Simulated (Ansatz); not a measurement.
# C7H18O3Si: up Jacob's ladder to CCSD(T)

One table from this session's results is given with a row withheld; the runs are named, their logs left out.

Method: functionals in def2-TZVPP, the program's frozen cores in correlated methods; program: Ansatz 0.2.0, Gaussian basis.

The runs, in order: PBE-D4, r2SCAN-D4, PBE0-D4, B3LYP-D4, ωB97X-V, ωB97M-V, B2PLYP; CCSD(T)/def2-TZVPP; MP2/def2-QZVPP; extrapolation to the limit.

**The geometry**

The geometry comes from an earlier relaxation with PBE0-D4 in a triple-zeta def2 set; it is a stationary point, not always the lowest conformer.

SMILES `CCO[Si](C)(OCC)OCC`, 29 atoms, charge 0, spin multiplicity 1.

Atoms are counted from 1 here; the program's logs count them from 0.

Bond lengths: C1–C2 1.508 Å, C1–H12 1.093 Å, C1–H13 1.092 Å, C1–H14 1.092 Å, C2–O3 1.413 Å, C2–H15 1.096 Å, C2–H16 1.098 Å, O3–Si4 1.631 Å, Si4–C5 1.857 Å, Si4–O6 1.631 Å, Si4–O9 1.631 Å, C5–H17 1.093 Å, C5–H18 1.093 Å, C5–H19 1.093 Å, O6–C7 1.413 Å, C7–C8 1.508 Å, C7–H20 1.096 Å, C7–H21 1.098 Å and more. Angles: C2–C1–H12 110.4°, C2–C1–H13 110.6°, C2–C1–H14 110.4°, H12–C1–H13 108.5°, H12–C1–H14 108.5°, H13–C1–H14 108.3°, C1–C2–O3 109.3°, C1–C2–H15 110.4°, C1–C2–H16 110.0°, O3–C2–H15 109.7°, O3–C2–H16 110.0°, H15–C2–H16 107.4°, C2–O3–Si4 125.5°, O3–Si4–C5 111.2°, O3–Si4–O6 107.7°, O3–Si4–O9 107.7°, C5–Si4–O6 111.2°, C5–Si4–O9 111.2° and more.

Coordinates:

```
C    -2.05353    3.27767    0.20112
C    -0.82425    2.48033    0.55909
O    -0.79152    1.29873   -0.21519
Si    0.33743    0.12644   -0.10568
C     2.00599    0.75092   -0.62949
O    -0.14661   -1.11791   -1.04280
C    -0.44216   -1.03836   -2.42232
C    -0.90751   -2.38710   -2.91158
O     0.36208   -0.39599    1.43936
C     1.09391   -1.50582    1.91836
C     0.80473   -1.69845    3.38611
H    -2.09696    4.19702    0.79022
H    -2.04312    3.54474   -0.85771
H    -2.95584    2.69572    0.39888
H    -0.83288    2.22287    1.62482
H     0.07877    3.07714    0.37204
H     1.99226    1.08671   -1.66956
H     2.76461   -0.03101   -0.54142
H     2.32305    1.59440   -0.01088
H    -1.21837   -0.28243   -2.59023
H     0.45011   -0.72334   -2.98016
H    -1.80336   -2.69981   -2.37158
H    -1.14134   -2.34616   -3.97824
H    -0.13263   -3.14054   -2.75536
H     2.16912   -1.34109    1.76541
H     0.81539   -2.40312    1.35317
H     1.09057   -0.81029    3.95357
H     1.36260   -2.55341    3.77594
H    -0.26054   -1.87786    3.54407
```

Set-up of the first run:

Contents of in.yaml:

```yaml
crystal:
  periodic: [false, false, false]
  atoms:
    - {symbol: C, position_ang: [-2.053529, 3.277669, 0.201117]}
    - {symbol: C, position_ang: [-0.824246, 2.480325, 0.559086]}
    - {symbol: O, position_ang: [-0.791522, 1.298734, -0.215191]}
    - {symbol: Si, position_ang: [0.337435, 0.126443, -0.105684]}
    - {symbol: C, position_ang: [2.005990, 0.750923, -0.629489]}
    - {symbol: O, position_ang: [-0.146609, -1.117910, -1.042797]}
    - {symbol: C, position_ang: [-0.442164, -1.038359, -2.422318]}
    - {symbol: C, position_ang: [-0.907514, -2.387104, -2.911577]}
    - {symbol: O, position_ang: [0.362084, -0.395986, 1.439357]}
    - {symbol: C, position_ang: [1.093906, -1.505819, 1.918358]}
    - {symbol: C, position_ang: [0.804726, -1.698452, 3.386111]}
    - {symbol: H, position_ang: [-2.096958, 4.197019, 0.790225]}
    - {symbol: H, position_ang: [-2.043123, 3.544741, -0.857711]}
    - {symbol: H, position_ang: [-2.955841, 2.695722, 0.398882]}
    - {symbol: H, position_ang: [-0.832882, 2.222869, 1.624825]}
    - {symbol: H, position_ang: [0.078769, 3.077136, 0.372039]}
    - {symbol: H, position_ang: [1.992262, 1.086708, -1.669557]}
    - {symbol: H, position_ang: [2.764606, -0.031006, -0.541419]}
    - {symbol: H, position_ang: [2.323054, 1.594403, -0.010876]}
    - {symbol: H, position_ang: [-1.218366, -0.282427, -2.590228]}
    - {symbol: H, position_ang: [0.450114, -0.723339, -2.980157]}
    - {symbol: H, position_ang: [-1.803355, -2.699809, -2.371582]}
    - {symbol: H, position_ang: [-1.141343, -2.346156, -3.978237]}
    - {symbol: H, position_ang: [-0.132627, -3.140541, -2.755365]}
    - {symbol: H, position_ang: [2.169115, -1.341094, 1.765414]}
    - {symbol: H, position_ang: [0.815395, -2.403121, 1.353174]}
    - {symbol: H, position_ang: [1.090572, -0.810288, 3.953569]}
    - {symbol: H, position_ang: [1.362602, -2.553409, 3.775935]}
    - {symbol: H, position_ang: [-0.260543, -1.877860, 3.544066]}
basis:
  gaussian: {orbitals: def2-TZVPP}
hamiltonian: {xc: pbe, dispersion: d4}
output: {forces: true, orbitals: {seedname: orbitals}}
```

Run with:

```console
> ansatz run in.yaml --threads 5 --pin off --events-out ev --progress --plain --max-ram 66560MiB --backend cuda --devices 0, --max-vram 37GiB
```

Steps of the session up to this table: PBE-D4 (GGA); r2SCAN-D4 (meta-GGA); PBE0-D4 (hybrid); B3LYP-D4 (hybrid); ωB97X-V (range-separated); ωB97M-V (range-separated); B2PLYP (double hybrid); CCSD(T) in def2-TZVPP; MP2 in def2-QZVPP.

One table of the session follows, with a row left open; its other results are not shown here.

```
            method  atomisation energy (kJ/mol)
            PBE-D4                      11885.8
         r2SCAN-D4                      11723.4
           PBE0-D4                      11720.6
          B3LYP-D4                      11693.7
           ωB97X-V                      11718.7
           ωB97M-V                      11730.4
            B2PLYP                      11577.4
     HF/def2-TZVPP                       8710.0
    MP2/def2-TZVPP                      11595.8
   CCSD/def2-TZVPP                            ?
CCSD(T)/def2-TZVPP                      11433.3
           MP2/CBS                      11868.9
       CCSD(T)/CBS                      11706.4
```

Q: Estimate the row for CCSD/def2-TZVPP from the others.

**Answer.** atomisation energy (kJ/mol): 11286.2. In the column «atomisation energy (kJ/mol)» it lies between HF/def2-TZVPP (8710.0) and CCSD(T)/def2-TZVPP (11433.3).
